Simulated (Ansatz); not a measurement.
# Zr3TiC4: the cost of one run

Program: Ansatz 0.2.0. Level of theory: DFT PBE, scalar-relativistic, plane waves, PAW. These are calculated values, not measurements.

## (1) The starting structure

Symmetry: Pm-3m, No. 221, cubic system. The conventional cell has a = 4.881 Å, b = 4.881 Å, c = 4.881 Å, α = 90.00°, β = 90.00°, γ = 90.00°. Zr (site symmetry 4/mmm) is surrounded by 6 C at 2.44 Å. Around Ti (site symmetry m-3m) lie 6 C at 2.44 Å. Around C (site symmetry m-3m) lie 6 Zr at 2.44 Å. C (site symmetry 4/mmm) is surrounded by 4 Zr at 2.44 Å and 2 Ti at 2.44 Å.

As a file:

```
CELL_PARAMETERS angstrom
4.88069 0.00000 0.00000
0.00000 4.88069 0.00000
0.00000 0.00000 4.88069
ATOMIC_POSITIONS crystal
Zr 0.50000 0.00000 0.50000
Zr 0.00000 0.50000 0.50000
Zr 0.50000 0.50000 0.00000
Ti 0.00000 0.00000 0.00000
C 0.50000 0.50000 0.50000
C 0.00000 0.50000 0.00000
C 0.50000 0.00000 0.00000
C 0.00000 0.00000 0.50000
```

The start is an ordering of an alloy on its end members' structure types: elements ordered on the sites of the TiC type, Ti/Zr on Ti (Pm-3m, No. 221).

## (2) A first look at the guess

File input.yaml:

```yaml
crystal:
  lattice:
    - [4.88068696, 0.0, 0.0]
    - [0.0, 4.88068696, 0.0]
    - [0.0, 0.0, 4.88068696]
  atoms:
    - { symbol: Zr, position: [0.5, 0.0, 0.5] }
    - { symbol: Zr, position: [0.0, 0.5, 0.5] }
    - { symbol: Zr, position: [0.5, 0.5, 0.0] }
    - { symbol: Ti, position: [0.0, 0.0, 0.0] }
    - { symbol: C, position: [0.5, 0.5, 0.5] }
    - { symbol: C, position: [0.0, 0.5, 0.0] }
    - { symbol: C, position: [0.5, 0.0, 0.0] }
    - { symbol: C, position: [0.0, 0.0, 0.5] }
basis:
  ecutwfc: 420
kpoints:
  mp_grid: { grid: [4, 4, 4] }
hamiltonian:
  xc: pbe
scf:
  occupations: { method: gaussian, width: 0.1 }
  lower_state_search: "off"
output:
  forces: true
  stress: true
  eigenvalues: true
```

The run is started by

```sh
ansatz run input.yaml --threads 1 --pin off --max-ram 2560MiB --backend cpu --events-out ev --progress --plain --runs-dir out
```

**Question.** How long does this run take on 1 thread of Arm Neoverse V2, shared host, and how much memory does it need?

About 2.3 s, with a peak of 0.38 GiB.
